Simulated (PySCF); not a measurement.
# C4H8BF: electronic excitations and core binding energies

Wanted: the electronic excitations and core binding energies of C4H8BF (`C=C(F)BCC`), by calculation.

Computed with PySCF 2.14.0, with density-fitted response routines of our own, on a single molecule in the gas phase. Atoms count from 0, in the outputs and in this text.

## Step 1: The starting structure

14 atoms, charge 0, multiplicity 1; geometry from: GFN2-xTB.

Bonds of the start (Å): C0–C1 1.33, C1–F2 1.37, C1–B3 1.55, B3–C4 1.57, C4–C5 1.53, C0–H6 1.07, C0–H7 1.08, B3–H8 1.17, C4–H9 1.10, C4–H10 1.10, C5–H11 1.09, C5–H12 1.09, C5–H13 1.09.

## Step 2: Ultraviolet spectrum: CAM-B3LYP/def2-SVPD

The job: settings as JSON, then the geometry in Å.

```
{"job": {"kind": "uv", "xc": "CAM-B3LYP", "basis": "def2-SVPD", "nstates": 8, "ntriplets": 3}, "charge": 0, "multiplicity": 1}
C      2.844079    -0.139622     0.507002
C      1.578214    -0.545381     0.410230
F      1.362780    -1.885531     0.579563
B      0.335041     0.341584     0.126177
C     -1.077501    -0.336154     0.053096
C     -2.270744     0.577416    -0.227371
H      3.086791     0.898970     0.384831
H      3.653942    -0.822615     0.707414
H      0.503631     1.488263    -0.024354
H     -1.257843    -0.878500     0.988370
H     -1.048995    -1.126228    -0.706293
H     -2.361801     1.336766     0.545984
H     -3.198950     0.009292    -0.258064
H     -2.149323     1.081268    -1.183422
```

With the program's defaults for keys left out, this is: TDDFT CAM-B3LYP/def2-SVPD, vertical, gas phase, core orbitals frozen in the response.

On the command line:

```bash
$ OMP_NUM_THREADS=1 python probes_run.py task.json out
```

One launch serves the whole session: the jobs run in the order shown.

The program printed:

```text
coarse grid: 11480 points
cycle   1  E = -281.4736173009  dE =  5.564e-01  |g| = 4.693e-01  |ddm| = 6.077e+00
cycle   2  E = -281.4744511163  dE = -8.338e-04  |g| = 5.270e-01  |ddm| = 1.100e+00
cycle   3  E = -281.5210141451  dE = -4.656e-02  |g| = 6.197e-02  |ddm| = 4.709e-01
cycle   4  E = -281.5216209932  dE = -6.068e-04  |g| = 2.579e-02  |ddm| = 9.822e-02
cycle   5  E = -281.5217695687  dE = -1.486e-04  |g| = 6.455e-03  |ddm| = 4.753e-02
cycle   6  E = -281.5217791282  dE = -9.560e-06  |g| = 2.064e-03  |ddm| = 1.176e-02
final grid: 110624 points
cycle   7  E = -281.5726187277  dE = -3.256e-05  |g| = 5.190e-03  |ddm| = 7.322e-02
cycle   8  E = -281.5726162412  dE =  2.486e-06  |g| = 6.456e-03  |ddm| = 1.378e-02
cycle   9  E = -281.5726245040  dE = -8.263e-06  |g| = 4.837e-04  |ddm| = 6.836e-03
cycle  10  E = -281.5726245523  dE = -4.828e-08  |g| = 1.604e-04  |ddm| = 8.712e-04
cycle  11  E = -281.5726245590  dE = -6.735e-09  |g| = 2.782e-05  |ddm| = 2.944e-04
cycle  12  E = -281.5726245593  dE = -2.389e-10  |g| = 1.328e-05  |ddm| = 7.348e-05
converged SCF energy = -281.5726245593

Static polarisability (au): isotropic 65.608, principal 48.355 60.069 88.400

Singlet excitations
state   eV       nm        f      main configurations
  1   5.5097    225.0   0.00030   H-1->L 0.90
  2   5.6723    218.6   0.31960   H->L 0.98
  3   5.9043    210.0   0.00067   H-2->L 0.89
  4   7.4057    167.4   0.02751   H-3->L 0.97
  5   7.5670    163.8   0.03983   H->L+1 0.73, H->L+2 0.12
  6   7.6009    163.1   0.00207   H-4->L 0.81
  7   8.2092    151.0   0.00150   H-6->L 0.42, H-5->L 0.42
  8   8.3777    148.0   0.00371   H->L+2 0.50, H->L+5 0.33

Triplet excitations (Tamm-Dancoff, eV): 3.4447 5.0654 5.3772
```

It took 36 s on 1 thread of Arm Neoverse V1, shared host; peak memory 0.85 GiB.

The orbitals next to the gap, with their largest atomic shares:

```tsv
orbital	eV	atoms
HOMO−3	-11.23	C5 28 %, C4 25 %, H13 11 %
HOMO−2	-10.82	B3 22 %, C1 14 %, C4 14 %
HOMO−1	-10.30	C4 29 %, B3 23 %, C5 14 %
HOMO	-9.35	C0 36 %, C1 32 %, F2 17 %
LUMO	-0.88	B3 33 %, C0 23 %, C1 18 %
LUMO+1	1.11	B3 49 %, C0 10 %, C5 7 %
LUMO+2	1.77	C0 20 %, C5 17 %, H6 11 %
```

With each of the 8 states as a Gaussian band of 0.4 eV half-width at 1/e, the curve within the window shown has maxima at 219 nm (ε 13,000), 165 nm (ε 2,700) L/(mol cm). Beyond the last state computed it falls off for lack of states. The curve at chosen wavelengths:

(nm, ε (L/mol/cm)): (143, 102), (147, 206), (152, 390), (156, 930), (160, 1915), (165, 2702), (169, 2316), (174, 1206), (178, 522), (182, 181), (187, 75), (191, 198), (195, 670), (200, 2242), (204, 4572), (208, 7624), (213, 11235), (217, 12812), (221, 12689), (226, 10511), (230, 7978), (235, 4925), (239, 3037), (243, 1734), (248, 782), (252, 387)

Leading natural transition orbitals of singlet state 2: the hole lies on C0, C1 about 33 % each; F2 18 %; the particle on B3 45 %; C0 15 %; H8 11 %.

Leading natural transition orbitals of singlet state 1: the hole lies on C4 28 %; B3 26 %; C1 10 %; the particle on B3 46 %; C0 17 %; H8 10 %.

Further results of this job:

```tsv
property	computed
dipole moment (D)	1.19
polarisability (Å³)	9.72
HOMO–LUMO gap (eV)	8.47
−ε(HOMO) (eV)	9.35
```

The fields below are evaluated on a grid from the run's orbitals.

Frontier orbitals at CAM-B3LYP/def2-SVPD, with the share of their density that lies nearest to each atom:

```tsv
orbital	energy (eV)	lies on
HOMO	-9.35	C0, C1 about 34 % each; F2 15 %
LUMO	-0.88	B3 39 %; C0 19 %; C1 11 %
```

ELF in a plane through or near 10 of the atoms.

Ten even steps from '0' (0.00) to '9' (1.00):
```
0000000000000000000000000000
0000000000000000000000000000
0000000000000000000000000000
0000000000004630000000000000
0000004630049993000000000000
0000039994079996000000000000
0000039997079995002310000000
0000019995039983026631000000
0000246554252545243342000000
0004898318394678685378510000
0008999567678493195799940000
0007999544155261455899950000
0003996004851035641499920000
0000120048384014530047400000
0000000168486001110000000000
0000000035653000000000000000
0000000001210000000000000000
0000000000000000000000000000
0000000000000000000000000000
0000000000000000000000000000
```
The map spans 12.8 Å across and 8.6 Å up, centred on the molecule. Atoms in the plane (x, y in Å): C0 (-2.9, 0.3), C1 (-1.7, -0.3), F2 (-1.7, -1.7), B3 (-0.3, 0.4), C4 (1.0, -0.5), C5 (2.4, 0.3), H6 (-2.9, 1.3), H7 (-3.8, -0.3), H8 (-0.3, 1.6), H12 (3.2, -0.4).

log10 of the density (e/Å³) in the same plane.

Ten even steps from '0' (-4.0) to '9' (1.9):
```
0000000000000000000000000000
0000000000000000000000000000
0000000000112211000000000000
0000001211223322111110000000
0000123332234443222221000000
0001234554345654333333100000
0001245665456765445543210000
0012346765456665456654321000
0013456776566865567765321000
0023457877666866669865431000
0023567777976667777776432000
0023466666766567866666432000
0012345456765456665555421000
0001233457975455554443321000
0000123457875444443322110000
0000012345654323322111000000
0000001234443222211000000000
0000000112221111100000000000
0000000000100000000000000000
0000000000000000000000000000
```
The map spans 12.8 Å across and 8.6 Å up, centred on the molecule. Atoms in the plane (x, y in Å): C0 (-2.9, 0.3), C1 (-1.7, -0.3), F2 (-1.7, -1.7), B3 (-0.3, 0.4), C4 (1.0, -0.5), C5 (2.4, 0.3), H6 (-2.9, 1.3), H7 (-3.8, -0.3), H8 (-0.3, 1.6), H12 (3.2, -0.4).

On the surface of density 0.002 e/bohr³ the electrostatic potential runs, from the 1st to the 99th percentile, from -0.95 V near F2 to 1.14 V near B3.

## Step 3: X-ray photoelectron lines: SCAN, X2C

The job, as its differences from that of step 2:

```diff
@@ -1,2 +1,2 @@
-{"job": {"kind": "uv", "xc": "CAM-B3LYP", "basis": "def2-SVPD", "nstates": 8, "ntriplets": 3}, "charge": 0, "multiplicity": 1}
+{"job": {"kind": "xps"}, "charge": 0, "multiplicity": 1}
 C      2.844079    -0.139622     0.507002
```

Method: delta-SCF UKS SCAN, pcX-2 on the ionised atom, pcseg-1 elsewhere, spin-free X2C.

The program printed:

```text
ground state, core basis on atom 0 (C), 155 functions
  cycle   1  E = -281.81504384  |g| = 5.77e-01
  cycle   2  E = -281.75975141  |g| = 7.76e-01
  cycle   3  E = -281.89104723  |g| = 1.19e-01
  cycle   4  E = -281.89369427  |g| = 4.16e-02
  cycle   5  E = -281.89404702  |g| = 1.00e-02
  cycle   6  E = -281.89406677  |g| = 4.12e-03
  cycle   7  E = -281.89406905  |g| = 2.52e-03
  cycle   8  E = -281.89407109  |g| = 5.87e-04
  cycle   9  E = -281.89407144  |g| = 1.44e-04
  E(ground) = -281.89957244 Eh
hole in C 1s of atom 0
  cycle   1  E = -270.63313602  |g| = 1.50e+00
  cycle   2  E = -268.81321845  |g| = 2.07e+00
  cycle   3  E = -270.96706880  |g| = 6.49e-01
  cycle   4  E = -271.14890087  |g| = 3.68e-01
  cycle   5  E = -271.20374561  |g| = 1.51e-01
  cycle   6  E = -271.21196438  |g| = 5.84e-02
  cycle   7  E = -271.21326818  |g| = 2.22e-02
  cycle   8  E = -271.21347122  |g| = 9.00e-03
  cycle   9  E = -271.21352755  |g| = 2.93e-03
  cycle  10  E = -271.21354061  |g| = 1.55e-03
  cycle  11  E = -271.21354521  |g| = 1.07e-03
  cycle  12  E = -271.21354621  |g| = 3.12e-04
  E(ion) = -271.21887181 Eh   <S^2> = 0.7930   hole on atom = 1.000   binding energy = 290.637 eV
ground state, core basis on atom 1 (C), 155 functions
  cycle   1  E = -281.89820515  |g| = 6.15e-02
  cycle   2  E = -281.89758153  |g| = 5.55e-02
  cycle   3  E = -281.89781401  |g| = 4.61e-02
  cycle   4  E = -281.89837617  |g| = 5.09e-03
  cycle   5  E = -281.89838389  |g| = 1.66e-03
  cycle   6  E = -281.89838384  |g| = 2.88e-04
  E(ground) = -281.90345520 Eh
hole in C 1s of atom 1
  cycle   1  E = -270.58493451  |g| = 1.50e+00
  cycle   2  E = -264.09033300  |g| = 3.12e+00
  cycle   3  E = -270.50439096  |g| = 1.08e+00
  cycle   4  E = -271.04748833  |g| = 4.93e-01
  cycle   5  E = -271.12843901  |g| = 2.42e-01
  cycle   6  E = -271.14787565  |g| = 7.91e-02
  cycle   7  E = -271.15015210  |g| = 3.63e-02
  cycle   8  E = -271.15084614  |g| = 1.19e-02
  cycle   9  E = -271.15096806  |g| = 4.57e-03
  cycle  10  E = -271.15101687  |g| = 2.72e-03
  cycle  11  E = -271.15103820  |g| = 1.91e-03
  cycle  12  E = -271.15104370  |g| = 9.14e-04
  cycle  13  E = -271.15104624  |g| = 4.43e-04
  E(ion) = -271.15628293 Eh   <S^2> = 0.8109   hole on atom = 1.000   binding energy = 292.445 eV
ground state, core basis on atom 2 (F), 155 functions
  cycle   1  E = -281.93846912  |g| = 1.19e-01
  cycle   2  E = -281.93739462  |g| = 8.49e-02
  cycle   3  E = -281.93717908  |g| = 8.60e-02
  cycle   4  E = -281.93869798  |g| = 1.29e-02
  cycle   5  E = -281.93874370  |g| = 1.02e-03
  cycle   6  E = -281.93874311  |g| = 4.02e-04
  E(ground) = -281.94529523 Eh
hole in F 1s of atom 2
  cycle   1  E = -255.58729862  |g| = 2.58e+00
  cycle   2  E = -255.21779822  |g| = 2.29e+00
  cycle   3  E = -256.27624220  |g| = 6.37e-01
  cycle   4  E = -256.33380965  |g| = 5.23e-01
  cycle   5  E = -256.48355168  |g| = 6.41e-02
  cycle   6  E = -256.48539410  |g| = 3.54e-02
  cycle   7  E = -256.48614466  |g| = 6.63e-03
  cycle   8  E = -256.48616194  |g| = 3.25e-03
  cycle   9  E = -256.48616776  |g| = 7.02e-04
  cycle  10  E = -256.48616863  |g| = 3.35e-04
  E(ion) = -256.49884341 Eh   <S^2> = 0.7574   hole on atom = 1.000   binding energy = 692.433 eV
ground state, core basis on atom 3 (B), 155 functions
  cycle   1  E = -281.88486010  |g| = 8.16e-02
  cycle   2  E = -281.88320323  |g| = 1.22e-01
  cycle   3  E = -281.88558523  |g| = 1.71e-02
  cycle   4  E = -281.88561032  |g| = 9.79e-03
  cycle   5  E = -281.88563752  |g| = 3.08e-03
  cycle   6  E = -281.88563993  |g| = 4.37e-04
  E(ground) = -281.89153227 Eh
hole in B 1s of atom 3
  cycle   1  E = -274.27739286  |g| = 1.16e+00
  cycle   2  E = -272.70019472  |g| = 1.96e+00
  cycle   3  E = -274.51763144  |g| = 5.87e-01
  cycle   4  E = -274.66656354  |g| = 2.54e-01
  cycle   5  E = -274.69025016  |g| = 1.07e-01
  cycle   6  E = -274.69578202  |g| = 6.38e-02
  cycle   7  E = -274.69850630  |g| = 2.15e-02
  cycle   8  E = -274.69893178  |g| = 1.43e-02
  cycle   9  E = -274.69924841  |g| = 1.17e-02
  cycle  10  E = -274.69952569  |g| = 1.16e-02
  cycle  11  E = -274.69978751  |g| = 8.19e-03
  cycle  12  E = -274.69991029  |g| = 3.68e-03
  cycle  13  E = -274.69991677  |g| = 2.16e-03
  cycle  14  E = -274.69993228  |g| = 1.22e-03
  cycle  15  E = -274.69993425  |g| = 5.04e-04
  cycle  16  E = -274.69993443  |g| = 2.92e-04
  E(ion) = -274.70635441 Eh   <S^2> = 1.0202   hole on atom = 1.000   binding energy = 195.519 eV
ground state, core basis on atom 4 (C), 155 functions
  cycle   1  E = -281.89267870  |g| = 5.78e-02
  cycle   2  E = -281.89256673  |g| = 2.59e-02
  cycle   3  E = -281.89241929  |g| = 3.37e-02
  cycle   4  E = -281.89273802  |g| = 8.76e-03
  cycle   5  E = -281.89275657  |g| = 9.55e-04
  cycle   6  E = -281.89275627  |g| = 2.84e-04
  E(ground) = -281.89751116 Eh
hole in C 1s of atom 4
  cycle   1  E = -270.66748420  |g| = 1.51e+00
  cycle   2  E = -269.92472543  |g| = 1.83e+00
  cycle   3  E = -271.12625758  |g| = 4.45e-01
  cycle   4  E = -271.13217847  |g| = 3.83e-01
  cycle   5  E = -271.23097369  |g| = 8.09e-02
  cycle   6  E = -271.23470036  |g| = 2.70e-02
  cycle   7  E = -271.23498961  |g| = 1.08e-02
  cycle   8  E = -271.23504997  |g| = 3.67e-03
  cycle   9  E = -271.23505521  |g| = 1.90e-03
  cycle  10  E = -271.23505699  |g| = 7.47e-04
  cycle  11  E = -271.23505753  |g| = 3.38e-04
  E(ion) = -271.23861644 Eh   <S^2> = 0.7667   hole on atom = 1.000   binding energy = 290.043 eV
ground state, core basis on atom 5 (C), 155 functions
  cycle   1  E = -281.89255763  |g| = 5.82e-02
  cycle   2  E = -281.89249115  |g| = 2.51e-02
  cycle   3  E = -281.89251405  |g| = 2.30e-02
  cycle   4  E = -281.89263456  |g| = 6.76e-03
  cycle   5  E = -281.89264742  |g| = 2.78e-04
  E(ground) = -281.89729532 Eh
hole in C 1s of atom 5
  cycle   1  E = -270.66415393  |g| = 1.50e+00
  cycle   2  E = -270.14309861  |g| = 1.71e+00
  cycle   3  E = -271.18080254  |g| = 3.10e-01
  cycle   4  E = -271.20477740  |g| = 1.59e-01
  cycle   5  E = -271.21655871  |g| = 8.45e-02
  cycle   6  E = -271.22057571  |g| = 2.35e-02
  cycle   7  E = -271.22084189  |g| = 7.44e-03
  cycle   8  E = -271.22087230  |g| = 2.94e-03
  cycle   9  E = -271.22087723  |g| = 1.41e-03
  cycle  10  E = -271.22087823  |g| = 7.97e-04
  cycle  11  E = -271.22087870  |g| = 3.58e-04
  E(ion) = -271.22500698 Eh   <S^2> = 0.7675   hole on atom = 1.000   binding energy = 290.408 eV
```

Wall time 74 s (1 thread of Arm Neoverse V1, shared host); peak memory 0.66 GiB.

Binding energies by hole, beside the orbital energy of the ground state; the difference holds orbital relaxation and, for a density functional, its self-interaction error:

```tsv
hole	stands for	environment	ΔSCF (eV)	−ε (eV)	⟨S²⟩
C1s on C0	C0	terminal =CH2 carbon	290.64	274.1	0.793
C1s on C1	C1	fully substituted alkene carbon	292.45	275.5	0.811
F1s on F2	F2	vinylic fluorine	692.43	666.7	0.757
B1s on B3	B3	boron bonded to 2 C, H	195.52 (doubtful)	180.1	1.020
C1s on C4	C4	sp3 CH2 bonded to B	290.04	273.1	0.767
C1s on C5	C5	methyl carbon	290.41	273.2	0.767
```

Doubtful: the ion did not converge, its hole moved, or its ⟨S²⟩ is well above 0.75.

## Step 4: Results

| quantity | value |
| --- | --- |
| lowest singlet (CAM-B3LYP/def2-SVPD) | 5.51 eV (225 nm), f = 0.000 |
| brightest single state of those computed | state 2, 5.67 eV, f = 0.320 |
| lowest triplet | 3.44 eV |
| surface potential, 1st and 99th percentile | -0.95 V and 1.14 V |
| C1s binding energies, SCAN/pcX-2 | C1 292.45, C0 290.64, C5 290.41, C4 290.04 eV |
| F1s binding energies, SCAN/pcX-2 | F2 692.43 eV |

The first singlet state (HOMO−1→LUMO 0.90) lies at 5.51 eV and is dark; of the 8 states computed, the strongest absorption comes from state 2 at 5.67 eV. The lowest triplet lies 2.06 eV below the lowest singlet (triplets in Tamm-Dancoff, singlets in full TDDFT). At CAM-B3LYP/def2-SVPD, counted by nearest atom on the grid, the HOMO lies on C0, C1 about 34 % each; F2 15 %, the LUMO on B3 39 %; C0 19 %. The C1s levels kept as sound span 2.40 eV, from C4 (sp3 CH2 bonded to B) up to C1 (fully substituted alkene carbon).
